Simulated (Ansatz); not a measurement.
The system is HPbNO4.

```
CELL_PARAMETERS angstrom
4.19923 0.11117 0.16817
1.91600 3.89132 0.12568
1.76085 1.25259 6.37266
ATOMIC_POSITIONS crystal
H 0.89145 0.68202 0.62796
Pb 0.14426 0.92872 0.88352
N 0.25670 0.28861 0.30171
O 0.83108 0.65056 0.78405
O 0.38694 0.22380 0.11295
O 0.31104 0.03576 0.45856
O 0.07726 0.60633 0.32275
```

The cell was built by a generator and needn't be a form met in nature.

Base run:

```yaml
Program: Ansatz 0.2.0
Functional: PBEsol
Potentials_or_basis: Ansatz PAW
Cutoff: "420 eV (not typed: the program's choice for these potentials)"
k_mesh: 7 × 7 × 5
Occupations: fermi-dirac, width 0.05 eV
Spin: no spin polarisation
```

Its results: band gap on the k mesh 2.81 eV, indirect (least direct gap 2.83 eV); pressure -2.9 GPa; largest force 0.391 eV/Å.

After a change of settings the same cell gave: band gap on the k mesh 3.15 eV, indirect (least direct gap 3.18 eV); pressure -3.2 GPa; largest force 0.677 eV/Å. Which change was it?
A. functional from PBEsol to revPBE
B. functional from PBEsol to HSE06; k mesh from 7 × 7 × 5 to 3 × 3 × 2
C. functional from PBEsol to r2SCAN; cutoff from 420 eV (not typed: the program's choice for these potentials) to 500 eV (not typed: the program's choice for these potentials)
D. functional from PBEsol to PBE0; k mesh from 7 × 7 × 5 to 3 × 3 × 2

C.

r2SCAN gives the wider gap, since meta-GGAs in the generalised Kohn-Sham scheme recover part of the derivative discontinuity.

Caveats: spin-orbit coupling is left out, which as a rule narrows the gap of such compounds by several tenths of an eV; the PAW data sets come from PBE, with cores solved anew for the run's functional, which leaves a small shift of forces and pressure.

Runs at the PBE level aren't shown here.
